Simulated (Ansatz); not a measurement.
# CaAl2Si6O16: the cost of one run

Computed with Ansatz 0.2.0 (DFT, PBE, plane-wave PAW, default files, scalar-relativistic, as far as a step names no other, unless a step's input says otherwise).

## (1) The system as given

The structure is triclinic, space group P1 (No. 1). The conventional cell has a = 4.987 Å, b = 8.586 Å, c = 8.808 Å, α = 89.24°, β = 89.24°, γ = 88.27°. Around Ca (site symmetry 1) lie 5 O at 2.31 to 2.56 Å. Around Al (site symmetry 1) lie 4 O at 1.72 to 1.80 Å. Around Al (site symmetry 1) lie 4 O at 1.69 to 1.80 Å. Si (site symmetry 1) has 4 O at 1.62 to 1.64 Å as nearest neighbours. Around Si (site symmetry 1) lie 4 O at 1.58 to 1.67 Å. Around Si (site symmetry 1) lie 4 O at 1.61 to 1.67 Å. Si (site symmetry 1) is surrounded by 4 O at 1.62 to 1.67 Å. Around Si (site symmetry 1) lie 4 O at 1.60 to 1.66 Å. Only part of the 25 independent sites is listed.

As a file:

```
CELL_PARAMETERS angstrom
4.98720 0.00000 0.00000
0.25956 8.58222 0.00000
0.11702 0.11266 8.80612
ATOMIC_POSITIONS crystal
Ca 0.83211 0.96125 0.50790
Al 0.60810 0.67025 0.68413
Al 0.85197 0.82599 0.18487
Si 0.89904 0.19657 0.17589
Si 0.59544 0.30383 0.66393
Si 0.41434 0.33213 0.33609
Si 0.09940 0.16476 0.82780
Si 0.36403 0.69854 0.35729
Si 0.11418 0.80947 0.84281
O 0.98563 0.80295 0.00879
O 0.50168 0.76714 0.51158
O 0.33542 0.28260 0.77689
O 0.15735 0.23684 0.28000
O 0.22415 0.98964 0.80722
O 0.32569 0.50857 0.37907
O 0.79837 0.02776 0.23449
O 0.70392 0.47542 0.66053
O 0.84391 0.17628 0.70687
O 0.65619 0.32527 0.20911
O 0.51976 0.23729 0.49262
O 0.98384 0.20515 0.99636
O 0.06619 0.78288 0.34323
O 0.35876 0.68716 0.82000
O 0.55215 0.73326 0.21268
O 0.88337 0.79185 0.71174
```

## (2) Gradients at the starting positions

File input.yaml:

```yaml
crystal:
  lattice:
    - [4.9871966514, 0.0, 0.0]
    - [0.2595624035, 8.5822183559, 0.0]
    - [0.1170193079, 0.1126598214, 8.8061190751]
  atoms:
    - { symbol: Ca, position: [0.832107, 0.961253, 0.507901] }
    - { symbol: Al, position: [0.608097, 0.670248, 0.684126] }
    - { symbol: Al, position: [0.851972, 0.825989, 0.184865] }
    - { symbol: Si, position: [0.899035, 0.196573, 0.17589] }
    - { symbol: Si, position: [0.595443, 0.303829, 0.663927] }
    - { symbol: Si, position: [0.414342, 0.332132, 0.336095] }
    - { symbol: Si, position: [0.099398, 0.164759, 0.827796] }
    - { symbol: Si, position: [0.364032, 0.698536, 0.357292] }
    - { symbol: Si, position: [0.114185, 0.809474, 0.842805] }
    - { symbol: O, position: [0.985629, 0.802955, 0.008787] }
    - { symbol: O, position: [0.501682, 0.767139, 0.511578] }
    - { symbol: O, position: [0.335425, 0.282596, 0.776885] }
    - { symbol: O, position: [0.157353, 0.236843, 0.280004] }
    - { symbol: O, position: [0.224155, 0.989639, 0.807225] }
    - { symbol: O, position: [0.325686, 0.508569, 0.379068] }
    - { symbol: O, position: [0.798368, 0.027762, 0.234486] }
    - { symbol: O, position: [0.703918, 0.475423, 0.660534] }
    - { symbol: O, position: [0.843908, 0.176278, 0.706873] }
    - { symbol: O, position: [0.656193, 0.325266, 0.209108] }
    - { symbol: O, position: [0.519761, 0.237286, 0.492619] }
    - { symbol: O, position: [0.983836, 0.20515, 0.996363] }
    - { symbol: O, position: [0.066191, 0.78288, 0.343231] }
    - { symbol: O, position: [0.358758, 0.687164, 0.820004] }
    - { symbol: O, position: [0.552154, 0.733263, 0.212684] }
    - { symbol: O, position: [0.883374, 0.791852, 0.71174] }
kpoints:
  mp_grid: { grid: [5, 3, 3] }
scf:
  occupations: { method: fermi_dirac, width: 0.02 }
hamiltonian:
  xc: pbe
  pseudopotentials: { kind: paw }
output:
  forces: true
  stress: true
  populations: true
  efg:
    quadrupole_moments_barn: { Ca: -0.0408, Al: 0.1466, O: -0.02558 }
    contact_densities: true
```

Launch:

```
$ ansatz run input.yaml --threads 1 --pin off --max-ram 2560MiB --backend cpu --events-out ev --progress --plain --runs-dir out
```

**Question.** How long does this run take on 1 thread of Arm Neoverse V1, shared host, and how much memory does it need?

About 2.9 min, with a peak of 0.89 GiB.
